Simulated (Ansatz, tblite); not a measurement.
**The cluster Ge₄O₅: a ladder of methods and basis sets**

The task here is to estimate one member of a computed series from the others.

Method: as each input shows; program: Ansatz 0.2.0, Gaussian basis.

Plan: GFN1-xTB, GFN2-xTB, PBE-D4/def2-TZVP, r2SCAN-D4/def2-TZVP, revPBE-D4/def2-TZVP, B2PLYP/def2-TZVP, PBE-D4/def2-SVP, PBE0-D4/def2-SVP, MP2/def2-SVP, RPA/def2-SVP.

7 further runs of the same task are left out: 2 that didn't finish, 5 set aside as unsound or not needed.

### The relaxed structure

The singlet was relaxed beforehand with PBE-D4/def2-SVP. At that level it is the lowest of the isomers that a small search found.

9 atoms, charge 0, spin multiplicity 1.

Bond lengths: Ge1–O7 1.858 Å, Ge1–O8 1.857 Å, Ge2–O6 1.821 Å, Ge2–O9 1.831 Å, Ge3–O5 1.831 Å, Ge3–O6 1.821 Å, Ge4–O5 1.776 Å, Ge4–O7 1.818 Å, Ge4–O8 1.817 Å, Ge4–O9 1.776 Å. Angles: O7–Ge1–O8 86.5°, O6–Ge2–O9 101.6°, O5–Ge3–O6 101.6°, O5–Ge4–O7 113.8°, O5–Ge4–O8 113.8°, O5–Ge4–O9 111.3°, O7–Ge4–O8 88.9°, O7–Ge4–O9 113.7°, O8–Ge4–O9 113.7°, Ge3–O5–Ge4 132.2°, Ge2–O6–Ge3 141.0°, Ge1–O7–Ge4 92.3°, Ge1–O8–Ge4 92.3°, Ge2–O9–Ge4 132.2°.

PBE0-D4/def2-TZVP was run before; its log isn't repeated, and its numbers join the tables.

Set-up of the first run:

Tight binding, by tblite at 300 K electronic temperature and without a spin-polarisation term:

```python
tblite.interface.Calculator('GFN1-xTB', numbers, positions, charge=0, uhf=0).singlepoint()
```

Tight binding, by tblite at 300 K electronic temperature and without a spin-polarisation term:

```python
tblite.interface.Calculator('GFN2-xTB', numbers, positions, charge=0, uhf=0).singlepoint()
```

start.molden holds the orbitals of an earlier run on this state, given as this run's starting guess.

in.yaml

```yaml
crystal:
  periodic: [false, false, false]
  atoms:
    - {symbol: Ge, position_ang: [-1.945867, -0.650328, -2.580331]}
    - {symbol: Ge, position_ang: [2.512254, -0.556906, 1.014800]}
    - {symbol: Ge, position_ang: [0.056655, 1.419732, 2.374941]}
    - {symbol: Ge, position_ang: [-0.385035, -0.131035, -0.502392]}
    - {symbol: O, position_ang: [-0.842533, 0.906575, 0.864686]}
    - {symbol: O, position_ang: [1.647916, 0.559171, 2.165378]}
    - {symbol: O, position_ang: [-0.675634, 0.627528, -2.128376]}
    - {symbol: O, position_ang: [-1.624235, -1.396507, -0.910048]}
    - {symbol: O, position_ang: [1.256479, -0.778240, -0.298668]}
basis:
  gaussian: {orbitals: def2-TZVP, initial_orbitals: start.molden}
hamiltonian: {xc: pbe, dispersion: d4}
scf: {omitted_lower_state_checks: [starts]}
output: {forces: true, orbitals: {seedname: orbitals}}
```

Command:

```sh
> ansatz run in.yaml --threads 4 --pin off --events-out ev --progress --plain --max-ram 4787MiB
```

Steps of the session up to this table: PBE-D4/def2-TZVP; r2SCAN-D4/def2-TZVP; revPBE-D4/def2-TZVP; B2PLYP/def2-TZVP; PBE-D4/def2-SVP; PBE0-D4/def2-SVP; MP2/def2-SVP; RPA/def2-SVP.

One table of the session follows, with a row left open; its other results are not shown here.

It belongs to the step «Binding energy». 

```
              level  binding an atom (eV)
        HF/def2-SVP                     ?
    PBE-D4/def2-SVP                 4.591
   PBE-D4/def2-TZVP                 4.589
revPBE-D4/def2-TZVP                 4.393
r2SCAN-D4/def2-TZVP                 4.432
   PBE0-D4/def2-SVP                 4.290
  PBE0-D4/def2-TZVP                 4.319
   B2PLYP/def2-TZVP                 4.347
       RPA/def2-SVP                 3.696
       MP2/def2-SVP                 4.226
```

Estimate the missing values for HF/def2-SVP.

**Answer.** binding an atom (eV): 2.513. In the column «binding an atom (eV)» it is the lowest.

Limits of these values: Free atoms were run apart at each level; binding is atoms less cluster, divided by the number of atoms, without zero-point or spin-orbit terms.
